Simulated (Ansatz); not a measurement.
# GeH3− (triplet): wave-function methods side by side at distance Ge1–H4 = 3.680 Å, aug-cc-pVDZ

How much of the correlation energy of GeH3− (triplet) does each wave-function method recover here?

Method: aug-cc-pVDZ, core rule «outside noble gas», up to 14 orbitals frozen; program: Ansatz 0.2.0, Gaussian basis.

To be run: UHF; CCSD(T) on ROHF; CCSD(T) on UHF; BCCD(T) on ROHF; CISD; CCSDT(Q) on ROHF; CCSDT(Q) on UHF; CASSCF and MRCISD+Q, 4 electrons in 4 orbitals; CASSCF and NEVPT2, 4 electrons in 4 orbitals; CASSCF and MRCISD+Q, 8 electrons in 7 orbitals; CASSCF and NEVPT2, 8 electrons in 7 orbitals.

24 further runs of the same task are left out: 8 for a known fault of the program, 1 for a mislabelled method, 13 that didn't finish, 2 set aside as unsound or not needed.

### Step 1. What is computed

The geometry derives from a PBE0/def2-TZVPD stationary point (not a proven minimum). One bond is set to the value named and the two fragments are kept rigid. No spin-orbit coupling is included. The filled d shell of Ge may be among the frozen orbitals whatever the setting's name suggests; the logs give the count.

4 atoms, charge -1, spin multiplicity 3.

Atoms are counted from 1 here; the program's logs count them from 0.

Bond lengths: Ge1–H2 1.687 Å, Ge1–H3 1.687 Å. Angles: H2–Ge1–H3 120.0°.

### Step 2. UHF

Input file in.yaml:

```yaml
crystal:
  periodic: [false, false, false]
  atoms:
    - {symbol: Ge, position_ang: [0.012639, 0.023354, 0.000085]}
    - {symbol: H, position_ang: [1.698544, 0.069842, -0.006415]}
    - {symbol: H, position_ang: [-0.870539, 1.460133, 0.011985]}
    - {symbol: H, position_ang: [-1.738877, -3.213071, -0.011698]}
basis:
  gaussian: {orbitals: aug-cc-pVDZ}
total_charge: -1
magnetization: {spin_polarized: true, initial_magnetization: 2}
hamiltonian: {xc: hf}
output: {orbitals: {seedname: orbitals}}
```

Launch:

```sh
ansatz run in.yaml --threads 1 --pin off --events-out ev --progress --plain --max-ram 2393MiB
```

The runs that follow: CCSD(T) on ROHF; CCSD(T) on UHF; BCCD(T) on ROHF; CISD; CCSDT(Q) on ROHF; CCSDT(Q) on UHF; CASSCF and MRCISD+Q, 4 electrons in 4 orbitals; CASSCF and NEVPT2, 4 electrons in 4 orbitals; CASSCF and MRCISD+Q, 8 electrons in 7 orbitals; CASSCF and NEVPT2, 8 electrons in 7 orbitals.

**Question.** What will the summary of the whole plan be? Wanted: UCCSDT(Q) below the RHF energy; RMP2 from UCCSDT(Q); UMP2 from UCCSDT(Q); RCCSD from UCCSDT(Q); RCCSD(T) from UCCSDT(Q); UCCSD(T) from UCCSDT(Q); RCCSDT(Q) from UCCSDT(Q); NEVPT2 pair from UCCSDT(Q); MRCISD+Q pair from UCCSDT(Q).

The runs gave:

| quantity | value |
| --- | --- |
| UCCSDT(Q) below the RHF energy | -3.8380 eV |
| RMP2 from UCCSDT(Q) | +928.8 meV |
| UMP2 from UCCSDT(Q) | +928.3 meV |
| RCCSD from UCCSDT(Q) | +168.9 meV |
| RCCSD(T) from UCCSDT(Q) | +44.6 meV |
| UCCSD(T) from UCCSDT(Q) | +41.1 meV |
| RCCSDT(Q) from UCCSDT(Q) | +3.2 meV |
| NEVPT2 pair from UCCSDT(Q) | +926.4 meV |
| MRCISD+Q pair from UCCSDT(Q) | +50.4 meV |
| NEVPT2 valence from UCCSDT(Q) | +915.1 meV |
| levels within 1 kcal/mol (43 meV) | UCCSD(T), BCCD(T), RCCSDT, UCCSDT, RCCSDT(Q) |
| T1 diagnostic | 0.047 |
| effectively unpaired electrons | 2.02 |

What this shows: RCCSD(T) misses by +44.6 meV, 1.2 % of the correlation energy. The occupations are near whole numbers, but T1 = 0.047 shows that the orbitals relax strongly. Of the multireference levels listed MRCISD+Q pair comes nearest in total energy (+50.4 meV), which doesn't show that its space is the better one. These misses are within one basis, not against nature; the frozen cores of restricted and unrestricted runs differ, which can shift their rows.
